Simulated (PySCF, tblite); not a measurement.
**C6H7N2 radical: geometry, infrared bands and EPR parameters**

Wanted: the infrared bands and EPR parameters of C6H7N2 radical (`[H]/N=C1\C[C@@H]2[CH][C@H]1N=C2`), by calculation.

The runs use tblite 0.8.0 and PySCF 2.14.0, with density-fitted response routines of our own; the level of theory stands in each step. All values are computed, except where a source is named. Atoms are numbered from 0 throughout.

### 1 Starting geometry

15 atoms, charge 0, multiplicity 2; geometry from: force field or distance geometry start.

Bonds of the start (Å): H0–N1 1.03, N1–C2 1.28, C2–C3 1.53, C3–C4 1.53, C4–C5 1.48, C5–C6 1.49, C6–N7 1.48, N7–C8 1.30, C6–C2 1.53, C8–C4 1.51, C3–H9 1.09, C3–H10 1.09, C4–H11 1.09, C5–H12 1.09, C6–H13 1.09, C8–H14 1.11.

### 2 Geometry optimisation with GFN2-xTB

The job: settings as JSON, then the geometry in Å.

```
{"job": {"kind": "relax", "xc": "GFN2-xTB", "basis": "xTB"}, "charge": 0, "multiplicity": 2}
H      1.940800    -1.832200    -1.294700
N      1.238200    -2.042200    -0.576100
C      0.626400    -0.980400    -0.198900
C      0.874200     0.414000    -0.779500
C     -0.155000     1.171900     0.070300
C     -0.103300     0.440700     1.360100
C     -0.485000    -0.906200     0.845800
N     -1.739900    -0.588000     0.127700
C     -1.510500     0.619900    -0.286400
H      1.900300     0.707600    -0.554600
H      0.665700     0.424700    -1.845800
H     -0.093400     2.255100     0.094900
H     -0.404200     0.830900     2.334600
H     -0.527700    -1.727800     1.562600
H     -2.231200     1.219800    -0.881900
```

Command:

```sh
> OMP_NUM_THREADS=1 python probes_run.py task.json out
```

One launch serves the whole session: the jobs run in the order shown.

Output:

```text
step      E/eV     max force
  0    -601.73261    2.408
  1    -601.83958    2.286
  2    -601.90134    0.576
  3    -601.93052    0.443
  4    -601.96338    0.482
  5    -601.97662    0.395
  6    -601.98863    0.350
  7    -601.99835    0.279
  8    -602.00556    0.240
  9    -602.01077    0.168
 10    -602.01492    0.150
 11    -602.01847    0.139
 12    -602.02155    0.127
 13    -602.02413    0.108
 14    -602.02627    0.106
 15    -602.02812    0.087
 16    -602.02956    0.104
 17    -602.03055    0.066
 18    -602.03131    0.065
 19    -602.03200    0.062
 20    -602.03268    0.069
 21    -602.03334    0.056
 22    -602.03396    0.058
 23    -602.03462    0.069
 24    -602.03538    0.088
 25    -602.03623    0.081
 26    -602.03715    0.080
 27    -602.03818    0.099
 28    -602.03935    0.101
 29    -602.04051    0.105
 30    -602.04150    0.066
 31    -602.04232    0.085
 32    -602.04316    0.089
 33    -602.04407    0.119
 34    -602.04453    0.182
 35    -602.04377    0.412
 36    -602.04575    0.075
 37    -602.04622    0.077
 38    -602.03783    0.969
 39    -602.04784    0.059
 40    -602.04906    0.063
 41    -602.03374    0.723
 42    -602.04916    0.108
 43    -602.05173    0.305
 44    -602.05046    0.815
 45    -602.05631    0.288
 46    -602.05960    0.181
 47    -602.06334    0.782
 48    -602.06853    0.095
 49    -602.07131    0.052
 50    -602.07061    0.462
 51    -602.07350    0.085
 52    -602.07414    0.086
 53    -602.07588    0.105
 54    -602.07666    0.052
 55    -602.07751    0.076
 56    -602.07782    0.063
 57    -602.07813    0.036
 58    -602.07830    0.034
 59    -602.07853    0.046
 60    -602.07876    0.045
 61    -602.07897    0.036
 62    -602.07916    0.044
 63    -602.07937    0.059
 64    -602.07961    0.065
 65    -602.07987    0.054
 66    -602.08014    0.048
 67    -602.08045    0.050
 68    -602.08090    0.074
 69    -602.08154    0.086
 70    -602.08221    0.060
 71    -602.08274    0.050
 72    -602.08310    0.050
 73    -602.08335    0.057
 74    -602.08357    0.045
 75    -602.08372    0.029
 76    -602.08380    0.020
 77    -602.08384    0.021
 78    -602.08387    0.018
 79    -602.08389    0.008
```

It took 0.43 s on 1 thread of Arm Neoverse V1, shared host; peak memory 0.18 GiB.

The steps of the relaxation: (not every step is listed) (the energy doesn't fall at every step)

```csv
step,energy from step 0 (eV),largest force (eV/Å)
0,0.0000,2.4084
1,-0.1070,2.2864
2,-0.1687,0.5760
3,-0.1979,0.4427
4,-0.2308,0.4824
5,-0.2440,0.3949
6,-0.2560,0.3496
7,-0.2657,0.2795
8,-0.2729,0.2402
14,-0.2937,0.1060
20,-0.3001,0.0690
26,-0.3045,0.0802
32,-0.3105,0.0889
38,-0.3052,0.9688
44,-0.3179,0.8155
50,-0.3380,0.4622
56,-0.3452,0.0634
62,-0.3465,0.0436
68,-0.3483,0.0737
74,-0.3510,0.0451
75,-0.3511,0.0294
76,-0.3512,0.0203
77,-0.3512,0.0209
78,-0.3513,0.0178
79,-0.3513,0.0078
```

Distances of close pairs at the start and the end, largest changes first:

```csv
bond,before (Å),after (Å),change (Å)
C8–H14,1.111,1.076,-0.035
N7–C8,1.297,1.265,-0.032
N1–C2,1.282,1.251,-0.031
C3–C4,1.535,1.564,+0.029
C5–H12,1.092,1.072,-0.020
C6–N7,1.480,1.461,-0.019
C4–C5,1.484,1.497,+0.014
C2–C3,1.531,1.520,-0.011
```

The next job starts from the end point, and lists it.

### 3 Infrared spectrum with GFN2-xTB

The job: settings as JSON, then the geometry in Å.

```
{"job": {"kind": "ir", "xc": "GFN2-xTB", "basis": "xTB"}, "charge": 0, "multiplicity": 2}
H      2.033948    -1.945022    -1.004663
N      1.251897    -2.000423    -0.356646
C      0.593880    -0.950403    -0.186834
C      0.774506     0.459532    -0.724544
C     -0.293789     1.223266     0.124648
C     -0.185501     0.427702     1.388529
C     -0.581165    -0.880661     0.797678
N     -1.739098    -0.566488    -0.035981
C     -1.583593     0.635556    -0.398807
H      1.779821     0.820541    -0.501633
H      0.609204     0.531076    -1.802163
H     -0.190382     2.302810     0.148942
H      0.508812     0.585409     2.189321
H     -0.716250    -1.765084     1.407266
H     -2.266705     1.130176    -1.067027
```

Output:

```text
mode    cm-1     km/mol
  1      98.9      0.44
  2     312.8     11.20
  3     342.5     10.77
  4     394.1      3.38
  5     441.7      1.16
  6     542.9      2.36
  7     565.3    121.04
  8     614.5      2.95
  9     771.1     15.30
 10     781.4     27.83
 11     814.9      9.51
 12     830.2     23.17
 13     869.5     10.91
 14     907.5     35.07
 15     937.6     11.83
 16     939.7      9.89
 17     974.1     16.08
 18     978.6     37.40
 19     994.0      5.41
 20    1036.0     16.95
 21    1073.6      3.24
 22    1115.6     17.64
 23    1127.0      0.18
 24    1162.5      5.34
 25    1188.1     21.38
 26    1219.9     23.62
 27    1226.8     26.39
 28    1243.4     22.26
 29    1260.4      2.87
 30    1444.3      3.13
 31    1662.0     52.61
 32    1753.3    323.48
 33    2955.6     26.42
 34    2981.2     18.98
 35    3038.2     40.16
 36    3075.0     15.53
 37    3120.8     29.43
 38    3156.0     23.60
 39    3330.6     19.39
```

Run time: 0.4 s. Hardware: 1 thread of Arm Neoverse V1, shared host; peak memory 0.18 GiB.

Which atoms move in the most intense modes:

```csv
cm⁻¹,km/mol,atoms
565,121.0,"C5 49 %, H12 14 %, C2 10 %"
781,27.8,"H0 27 %, C4 15 %, C5 12 %"
908,35.1,"C8 19 %, C3 18 %, H9 14 %, H14 12 %"
979,37.4,"C3 18 %, C2 17 %, H0 15 %, C5 14 %"
1662,52.6,"C8 52 %, N7 45 %"
1753,323.5,"C2 61 %, N1 35 %"
3038,40.2,H11 92 %
3121,29.4,H14 92 %
```

### 4 EPR parameters: B3LYP/pcH-1

Settings changed since step 3:

```diff
@@ -1,2 +1,2 @@
-{"job": {"kind": "ir", "xc": "GFN2-xTB", "basis": "xTB"}, "charge": 0, "multiplicity": 2}
+{"job": {"kind": "epr", "basis": "pcH-1"}, "charge": 0, "multiplicity": 2}
 H      2.033948    -1.945022    -1.004663
```

Level: UKS B3LYP, pcH-1 on C H N, non-relativistic, mean-field spin-orbit, GIAO.

Output:

```text
UKS, coarse grid
  cycle   1  E = -342.17520243  |g| = 3.75e-01
  cycle   2  E = -342.05560430  |g| = 6.52e-01
  cycle   3  E = -342.24013930  |g| = 1.07e-01
  cycle   4  E = -342.24501519  |g| = 4.41e-02
  cycle   5  E = -342.24597149  |g| = 7.73e-03
  cycle   6  E = -342.24600898  |g| = 3.74e-03
  cycle   7  E = -342.24601502  |g| = 2.42e-03
  cycle   8  E = -342.24601832  |g| = 1.22e-03
  cycle   9  E = -342.24601887  |g| = 2.60e-04
UKS, final grid
  cycle   1  E = -342.24593336  |g| = 3.42e-04
  cycle   2  E = -342.24593324  |g| = 6.42e-04
  cycle   3  E = -342.24593342  |g| = 8.38e-05
  cycle   4  E = -342.24593342  |g| = 2.90e-05
E = -342.24593342 Eh   <S^2> = 0.7548 (exact 0.7500)
g shifts (ppm)      1          2          3
  rmc          -158       -158       -158
  gc             18         22         28
  oz_so         170        529        713
  total          30        393        583
hyperfine (MHz)  atom isotope    a_iso     a_fc   dipolar eigenvalues
    0    1H       9.17       9.17     -3.37     -1.92      5.29
    1   14N       6.03       6.03     -3.62     -2.38      6.00
    2   13C      67.28      67.28     -8.24     -1.27      9.51
    3   13C      43.92      43.92     -6.31     -4.62     10.93
    4   13C     -20.91     -20.91     -1.96     -1.09      3.06
    5   13C     150.48     150.48    -77.88    -76.36    154.23
    6   13C     -22.70     -22.70     -2.27     -0.52      2.79
    7   14N       4.32       4.32     -1.46     -1.22      2.69
    8   13C      18.13      18.13     -2.55     -1.21      3.76
    9    1H      -1.69      -1.69     -4.43     -2.51      6.94
   10    1H      26.05      26.05     -3.68     -1.53      5.22
   11    1H      10.77      10.77     -4.97     -3.41      8.38
   12    1H     -47.06     -47.06    -36.68     -1.00     37.69
   13    1H       7.79       7.79     -4.77     -3.33      8.10
   14    1H      -1.18      -1.18     -2.12     -1.87      3.99
```

It took 64 s on 1 thread of Arm Neoverse V1, shared host; peak memory 1.1 GiB.

Principal g values 2.00235, 2.00271, 2.00290; g(iso) = 2.00265, against 2.00232 for a free electron.

Hyperfine couplings, nucleus by nucleus at this fixed geometry (no averaging over rotations):

```csv
nuclei,isotope,a(iso) (MHz),"a(iso) (G, at g = 2.0023)",largest dipolar term (MHz)
C5,13C,150.5,53.7,154.2
C2,13C,67.3,24.0,9.5
H12,1H,-47.1,-16.8,37.7
C3,13C,43.9,15.7,10.9
H10,1H,26.1,9.3,5.2
C6,13C,-22.7,-8.1,2.8
C4,13C,-20.9,-7.5,3.1
C8,13C,18.1,6.5,3.8
H11,1H,10.8,3.8,8.4
H0,1H,9.2,3.3,5.3
H13,1H,7.8,2.8,8.1
N1,14N,6.0,2.1,6.0
N7,14N,4.3,1.5,2.7
H9,1H,-1.7,-0.6,6.9
```

Mulliken spin populations:

H0 0.00; N1 0.06; C2 0.01; C3 0.05; C4 -0.06; C5 0.98; C6 -0.06; N7 0.02; C8 0.01; H9 0.00; H10 0.01; H11 0.00; H12 -0.03; H13 0.00; H14 0.00

In first order the couplings over 0.8 MHz of 1H, 14N give 1020 distinct lines over 44.4 G.

The fields below are evaluated on a grid from the run's orbitals.

ELF in a plane through or near 6 of the atoms.

Ten even steps from ' ' (0.00) to '@' (1.00):
```
                                                        
                                                        
                                                        
                    **@@@@##..                          
                  ::@@@@@@@@--                          
                    @@@@@@@@++..                        
          --++++..  ==@@@@##++--::......                
        ::##@@@@##....**++----++::::----..              
        --##@@@@%%**==%%@@++==::..--++==::..            
        ..==##++..%%..--==--  ..++####==::              
        ::**%%%%**##::--##++::==##@@%%--..              
        **@@@@@@**..==%%##--****++**==                  
        ++@@@@%%--  ..====..**++--::..                  
          ::::..    ..++##@@%%--                        
                      --++%%##::                        
                        ..::::                          
                                                        
                                                        
                                                        
                                                        
```
The map spans 11.0 Å across and 9.8 Å up, centred on the molecule. Atoms in the plane (x, y in Å): H0 (-2.9, -0.6), N1 (-2.3, 0.2), C2 (-1.1, 0.1), C3 (-0.3, -1.1), C6 (-0.2, 1.3), H13 (-0.7, 2.3).

On the surface of density 0.002 e/bohr³ the electrostatic potential runs, from the 1st to the 99th percentile, from -1.93 V near N7 to 1.34 V near H0.

The spin density lies nearest to C5 65 %; H12 9 %.

### 5 Summary of results

```
                                 quantity                  value
strongest single infrared mode (GFN2-xTB)  1753 cm⁻¹, 323 km/mol
             zero-point energy (GFN2-xTB)          73.3 kcal/mol
                           g(iso) (B3LYP)                2.00265
                                     ⟨S²⟩     0.755 (exact 0.75)
                           largest a(iso)   13C on C5, 150.5 MHz
    surface potential, 1st and 99th percentile     -1.93 V and 1.34 V
```

The optimisation took 79 steps and gained 0.351 eV; among the close pairs (by a distance rule), C8–H14 changed most, from 1.111 to 1.076 Å. All 39 modes are real, so the xTB geometry is a minimum. The strongest single mode, at 1753 cm⁻¹, moves mainly C2 and N1. GFN2-xTB is a fitted tight-binding method: band positions and strengths are rough. Its intensities can rank the bands wrongly. C5 carries the largest spin population, 0.98 e. The isotropic g lies 0.3 ppt above the free-electron value.
